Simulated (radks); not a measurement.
# Tm³⁺ in [Xe] 4f12: an all-electron calculation

Wanted: eigenvalues, radial structure and energy terms of the thulium ion Tm3+.

The numbers are computed with radks (a radial shooting solver on a logarithmic mesh, Libxc functionals) version 1 (scalar-relativistic Kohn-Sham, LDA (Slater exchange, Perdew-Zunger correlation), spin-unpolarised, spherical densities, finite nucleus), except any that are marked as measured or tabulated.

### Step 1. The atom as given

```
element            : thulium (Z = 69)
charge             : +3
electrons          : 66
configuration      : [Xe] 4f12
nuclear rms radius : 5.2256 fm
```

Outer shells as boxes (Hund's rule):

Tm³⁺
```
[Xe] core
4f [↑↓][↑↓][↑↓][↑↓][↑↓][↑ ][↑ ]
```

### Step 2. The calculation

Settings of this run:

```text
Z 69
configuration [Xe] 4f12 6s0 5d0
relativity scalar-relativistic
functional lda,pz
spin unpolarised
nucleus finite rms 5.2256 fm
c 137.035999084
```

Launch:

```bash
> python run_ks.py task.json out
```

All runs below come from this command, one after another.

What does the calculation give?

As calculated:

```
                        quantity                 value
                    total energy   -13555.8914 hartree
exchange-correlation share of it                2.03 %
                            −T/E                1.0864
          highest occupied level        4f, -36.095 eV
    most extended occupied level   5p, <r> = 1.41 bohr
 radius at density 0.001 e/bohr³             3.10 bohr
    maxima of the radial density                     4
         ionisation energy, NIST  42.41 (semi-emp.) eV
```

**Reading.** The radial density shows 4 maxima for 5 occupied principal shells; where shells overlap, one shows as a shoulder or not at all. −T/E is 1.086: with relativity the kinetic term as defined here no longer equals −E. The top level binds by 36.095 eV, 85 % of the NIST ionisation energy of 42.41 eV; the potential of a semilocal functional falls off too fast, so its top eigenvalue is too shallow. Spin polarisation and multiplet splitting are left out. Spin-orbit splitting is averaged out at the scalar-relativistic level.
